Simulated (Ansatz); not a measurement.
# CCSD(T)/cc-pVDZ run of C2H6AlCl (dimethylaluminum chloride)

Aim: the vertical ionisation energy of C2H6AlCl (dimethylaluminum chloride) at CCSD(T)/cc-pVDZ, from 2 runs. 

The calculation is run with Ansatz 0.2.0.

56 further runs of the same task are left out: 56 set aside as unsound or not needed.

## Step 1: The system as given

C2H6AlCl: 10 atoms, total charge 0, spin state singlet. SMILES: `[CH3][Al]([CH3])[Cl]`. The coordinates come from a PBE0-D4/def2-TZVP relaxation.

Bond lengths: C1–Al2 1.942 Å, Al2–C3 1.942 Å, Al2–Cl4 2.114 Å, C1–H5 1.092 Å, C1–H6 1.095 Å, C1–H7 1.095 Å, C3–H8 1.095 Å, C3–H9 1.093 Å, C3–H10 1.094 Å. Some angles: C1–Al2–C3 125.8°, C1–Al2–Cl4 117.8°, C3–Al2–Cl4 116.4°, Al2–C1–H5 112.5°, Al2–C1–H6 110.7°, Al2–C1–H7 110.7°, Al2–C3–H8 110.7°, Al2–C3–H9 112.6°, Al2–C3–H10 110.7°, H5–C1–H6 108.1°.

## Step 2: A single-point energy at CCSD(T)/cc-pVDZ

in.yaml

```yaml
crystal:
  periodic: [false, false, false]
  atoms:
    - {symbol: C, position_ang: [-0.517700, 1.358200, -0.989200]}
    - {symbol: Al, position_ang: [-0.252300, -0.446600, -0.322400]}
    - {symbol: C, position_ang: [0.742200, -0.932200, 1.273500]}
    - {symbol: Cl, position_ang: [-1.112300, -2.038200, -1.415400]}
    - {symbol: H, position_ang: [-1.121400, 1.383800, -1.898300]}
    - {symbol: H, position_ang: [-1.010200, 1.981400, -0.235400]}
    - {symbol: H, position_ang: [0.443800, 1.835600, -1.206000]}
    - {symbol: H, position_ang: [0.102400, -1.471200, 1.979300]}
    - {symbol: H, position_ang: [1.158700, -0.063300, 1.788800]}
    - {symbol: H, position_ang: [1.566900, -1.607500, 1.025200]}
basis:
  gaussian: {orbitals: cc-pVDZ}
magnetization: {spin_polarized: false, initial_magnetization: 0}
correlation: {method: ccsd_t, frozen_orbitals: {Al: 5, C: 1, Cl: 5, H: 0}}
accuracy: high
scf: {omitted_lower_state_checks: [cluster_reference, increment]}
```

Run with:

```sh
$ ansatz run in.yaml --threads 1 --pin off --max-ram 3480MiB --events-out events.jsonl --progress --plain --runs-dir runs
```

Output, cut to the lines that bear on the results:

```text
Warning: RAYON_NUM_THREADS=1 ignored (pool sized by the plan → 1); use --threads N
Functional definition: HF
  name "HF"
[...]
2223 factors; integrals over basis functions are off by at most 4.2e-9 eV
[...]
mean field -21245.08836636 eV, -780.7425970256 hartree, gradient 6.8e-9 eV, S^2 0.000000; 0 other end points of the search recorded, 0 dependent functions left out
12 core orbitals not correlated: weight in the atoms' cores, before any rotation towards them, 1.000 or more for the frozen orbitals, at most 0.000 for the correlated occupied ones
reference -21245.08836636 eV, -780.7425970256 hartree; 12, 12 occupied and 70, 70 virtual orbitals, 2223 factors
second order -13.32476473 eV of doubles, -0.00000000 eV of singles
cycle   1  -14.35564612 eV  change    -1.0e0 eV  update   7.2e-2
[...]
cycle  20  -14.73260536 eV  change   6.8e-10 eV  update  4.7e-10
perturbative correction -0.36630335 eV, -0.0134613999 hartree
Total energy: -21260.18727507 eV, -781.2974716865 hartree
Checks for a lower state left out: cluster_reference, increment
```

It took 29 s on 1 thread of Arm Neoverse V1, shared host; peak memory 0.58 GiB.

## Step 3: The doublet cation, same level

input.yaml

```yaml
crystal:
  periodic: [false, false, false]
  atoms:
    - {symbol: C, position_ang: [-0.517700, 1.358200, -0.989200]}
    - {symbol: Al, position_ang: [-0.252300, -0.446600, -0.322400]}
    - {symbol: C, position_ang: [0.742200, -0.932200, 1.273500]}
    - {symbol: Cl, position_ang: [-1.112300, -2.038200, -1.415400]}
    - {symbol: H, position_ang: [-1.121400, 1.383800, -1.898300]}
    - {symbol: H, position_ang: [-1.010200, 1.981400, -0.235400]}
    - {symbol: H, position_ang: [0.443800, 1.835600, -1.206000]}
    - {symbol: H, position_ang: [0.102400, -1.471200, 1.979300]}
    - {symbol: H, position_ang: [1.158700, -0.063300, 1.788800]}
    - {symbol: H, position_ang: [1.566900, -1.607500, 1.025200]}
basis:
  gaussian:
    orbitals: cc-pVDZ
total_charge: 1
magnetization:
  spin_polarized: true
  initial_magnetization: 1
correlation:
  method: ccsd_t
  frozen_orbitals: {Al: 5, C: 1, Cl: 5, H: 0}
accuracy: high
scf:
  omitted_lower_state_checks: [cluster_reference, increment]
```

Run with:

```sh
$ ansatz run input.yaml --threads 1 --pin off --max-ram 3480MiB --events-out events.jsonl --progress --plain --runs-dir runs
```

Output, cut to the lines that bear on the results:

```text
Warning: RAYON_NUM_THREADS=1 ignored (pool sized by the plan → 1); use --threads N
[... 2 set-up lines as earlier in the session ...]
[...]
2221 factors; integrals over basis functions are off by at most 4.1e-9 eV
[...]
mean field -21235.51694657 eV, -780.3908538360 hartree, gradient 2.6e-8 eV, S^2 0.822656; 7 other end points of the search recorded, 0 dependent functions left out
12 core orbitals not correlated: weight in the atoms' cores, before any rotation towards them, 1.000 or more for the frozen orbitals, at most 0.000 for the correlated occupied ones
reference -21235.51694657 eV, -780.3908538360 hartree; 12, 11 occupied and 70, 71 virtual orbitals, 2221 factors
second order -12.68671829 eV of doubles, -0.00000000 eV of singles
cycle   1  -13.72395620 eV  change    -1.0e0 eV  update   9.9e-2
[...]
cycle  29  -14.25783028 eV  change  -7.2e-10 eV  update   1.5e-9
perturbative correction -0.42986181 eV, -0.0157971301 hartree
Total energy: -21250.20463866 eV, -780.9306165646 hartree
Checks for a lower state left out: cluster_reference, increment
```

Wall time 2.1 min (1 thread of Arm Neoverse V1, shared host); peak memory 1.1 GiB.

## Step 4: Summary of results

Level: CCSD(T)/cc-pVDZ, 12 core orbitals frozen.

```
                                                      quantity          value
                                singlet C2H6AlCl: total energy  -781.29747 Eh
singlet C2H6AlCl: correlation energy (12 core orbitals frozen)     -554.9 mEh
                              singlet C2H6AlCl: (T) correction     -13.46 mEh
                               singlet C2H6AlCl: T1 diagnostic          0.009
                                  doublet cation: total energy  -780.93062 Eh
  doublet cation: correlation energy (12 core orbitals frozen)     -539.8 mEh
                                doublet cation: (T) correction     -15.80 mEh
             doublet cation: ⟨S²⟩ of the reference determinant          0.823
                                 doublet cation: T1 diagnostic          0.032
            vertical ionisation energy (to the doublet cation)       9.983 eV
```

The vertical ionisation energy comes to 9.98 eV (230 kcal/mol). The triples (singlet C2H6AlCl) make up 2.4 % of the correlation energy. The triples (doublet cation) make up 2.9 % of the correlation energy.
